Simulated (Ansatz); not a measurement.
# YI2: from a guess to a relaxed structure

Where does this trial cell of YI2 go when cell and atoms are let free?

Method: DFT PBE, scalar-relativistic, plane waves, PAW, in Ansatz 0.2.0.

2 further runs of the same task are left out: 1 that didn't finish, 1 set aside as unsound or not needed.

## Step 1: The starting structure

Symmetry: P4/mmm, No. 123, tetragonal system. The conventional cell has a = 3.759 Å, b = 3.759 Å, c = 18.000 Å, α = 90.00°, β = 90.00°, γ = 90.00°. Around Y (site symmetry 4/mmm) lie 8 I at 3.23 Å. I (site symmetry 4mm) has 4 Y at 3.23 Å as nearest neighbours.

Coordinates:

```cif
data_structure
_symmetry_space_group_name_H-M 'P4/mmm'
_symmetry_Int_Tables_number 123
_cell_length_a 3.7590
_cell_length_b 3.7590
_cell_length_c 18.0000
_cell_angle_alpha 90.000
_cell_angle_beta 90.000
_cell_angle_gamma 90.000
_cell_volume 254.34
loop_
_atom_site_label
_atom_site_type_symbol
_atom_site_symmetry_multiplicity
_atom_site_Wyckoff_symbol
_atom_site_fract_x
_atom_site_fract_y
_atom_site_fract_z
_atom_site_occupancy
Y1 Y 1 b 0.00000 0.00000 0.50000 1
I1 I 2 h 0.50000 0.50000 0.60151 1
```

A structure generator made this guess: species swapped into a sheet modelled on a layer of NdI2, with Y on the Nd sites. The dimensions are guesses.

Only a and b are periodic; c spans vacuum, so the box's volume, pressure and space group aren't properties of the sheet.

## Step 2: Probe: one point on a coarse mesh

Input file input.yaml:

```yaml
crystal:
  lattice:
    - [3.75899918, 0.0, 0.0]
    - [0.0, 3.75899918, 0.0]
    - [0.0, 0.0, 18.0]
  atoms:
    - { symbol: "Y", position: [0.0, 0.0, 0.5] }
    - { symbol: I, position: [0.5, 0.5, 0.60151212] }
    - { symbol: I, position: [0.5, 0.5, 0.39848788] }
  periodic: [true, true, false]
basis:
  ecutwfc: 420
kpoints:
  mp_grid: { grid: [4, 4, 1] }
hamiltonian:
  xc: pbe
scf:
  occupations: { method: gaussian, width: 0.1 }
  lower_state_search: "off"
output:
  forces: true
  stress: true
  eigenvalues: true
```

Started as:

```console
ansatz run input.yaml --threads 1 --pin off --max-ram 2048MiB --backend cpu --events-out ev --progress --plain --runs-dir out
```

Further runs follow: coarse relaxation; full relaxation.

What does the calculation give? Wanted: relaxed cell; area; thickness between outermost nuclei; energy over the elements; gap on the mesh.

The runs gave:

| quantity | value |
| --- | --- |
| symmetry at the end (tolerance 0.05 Å) | layer group p4/mmm (No. 61) |
| relaxed cell | a = 3.787 Å, b = 3.787 Å, γ = 90.0° |
| area | 4.78 Å²/atom |
| thickness between outermost nuclei | 3.69 Å |
| energy over the elements | -1.18 eV/atom |
| gap on the mesh | none (metal) |

The layer group p4/mmm (No. 61) is kept, and the area per atom grows by 1.5 % from the first guess. It lies below the elements, which doesn't yet make it stable: competing phases were not computed in this session. No finished test with a distortion of lower symmetry is shown, so the end may be a saddle point. Spin-orbit coupling is left out for I. Spin polarisation is off in the runs that give these values; a magnetic solution could lie lower. The last relaxation has no spin, and with this many d or unpaired electrons a magnetic state may lie lower.
